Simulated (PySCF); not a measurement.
# From one method to the next for SbAs

What do other methods print for SbAs?

Program: PySCF 2.14.0. Level of theory: method and basis as typed in the scripts. These are calculated values, not measurements.

4 further runs of the same task are left out: 2 for a known fault of the program, 2 that didn't finish.

### Step 1. The starting structure

SbAs: 2 atoms, charge 0, spin multiplicity 1.

Bond lengths: Sb1–As2 2.921 Å.

### Step 2. The run that the others are compared with

The input, input.py:

```python
from pyscf import gto, dft

mol = gto.M(
    atom='Sb 0 0 0; As 0 0 2.921',
    basis='sbkjc',
    ecp={'Sb': 'sbkjc', 'As': 'sbkjc'},
    charge=0,
    spin=0,
    verbose=4,
)
mf = dft.UKS(mol, xc='bhandhlyp')
mf.kernel()
mf.dip_moment()
print('orbital energies (hartree):', [e[max(0, n-3):n+3].round(4) for e, n in zip(mf.mo_energy, mol.nelec)])
```

Command:

```bash
> OMP_NUM_THREADS=1 python input.py
```

Its log is not repeated here.

In short: E(SCF) = -11.500105 Eh, 9 cycles, μ = 1.04 D.

The bond length is a typed value, not an optimised one.

### Step 3. MP2 (UHF)

Edit 1 changes step after the SCF: none → mp2; SCF type: UKS → UHF; functional: bhandhlyp → none (Hartree–Fock).

The input, input.py:

```python
from pyscf import gto, scf, mp

mol = gto.M(
    atom='Sb 0 0 0; As 0 0 2.921',
    basis='sbkjc',
    ecp={'Sb': 'sbkjc', 'As': 'sbkjc'},
    charge=0,
    spin=0,
    verbose=4,
)
mf = scf.UHF(mol)
mf.kernel()
mp.MP2(mf).kernel()
mf.dip_moment()
print('orbital energies (hartree):', [e[max(0, n-3):n+3].round(4) for e, n in zip(mf.mo_energy, mol.nelec)])
```

Command:

```bash
> OMP_NUM_THREADS=1 python input.py
```

### Step 4. ROKS

Edit 2 changes SCF type: UKS → ROKS.

The input, input.py:

```python
from pyscf import gto, dft

mol = gto.M(
    atom='Sb 0 0 0; As 0 0 2.921',
    basis='sbkjc',
    ecp={'Sb': 'sbkjc', 'As': 'sbkjc'},
    charge=0,
    spin=0,
    verbose=4,
)
mf = dft.ROKS(mol, xc='bhandhlyp')
mf.kernel()
mf.dip_moment()
print('orbital energies (hartree):', mf.mo_energy[..., max(0, mol.nelec[1]-3):mol.nelec[0]+3].round(4))
```

### Step 5. Wb97

Edit 3 changes functional: bhandhlyp → wb97.

input.py, as its differences from that of step 2:

```diff
@@ -10,3 +10,3 @@
 )
-mf = dft.UKS(mol, xc='bhandhlyp')
+mf = dft.UKS(mol, xc='wb97')
 mf.kernel()
```

### Step 6. Scan

Edit 4 changes functional: bhandhlyp → scan.

input.py, as its differences from that of step 2:

```diff
@@ -10,3 +10,3 @@
 )
-mf = dft.UKS(mol, xc='bhandhlyp')
+mf = dft.UKS(mol, xc='scan')
 mf.kernel()
```

What does the calculation give? Wanted: for each run, E(SCF); from base; gap; SCF dipole; after the SCF.

As calculated:

```csv
run,E(SCF) (hartree),from base (eV),cycles,gap (eV),SCF dipole (D),after the SCF
base,-11.500105,0,9,3.58,1.04,n/a
MP2 (UHF),-11.218127,not comparable,9,5.92,1.15,MP2 correlation -5.383 eV
ROKS,-11.500105,0.0000,9,n/a,1.04,n/a
wb97,-11.517477,not comparable,9,5.79,1.06,n/a
scan,-11.611740,not comparable,11,1.33,0.85,n/a
```

**Reading.** No change of the SCF energy comes from ROKS. The gap between the frontier levels is 1.3 eV with scan (0 % exact exchange) and 3.6 eV with bhandhlyp (50 %): exact exchange opens it. Total energies of different functionals can't be compared with each other; differences within one functional can.
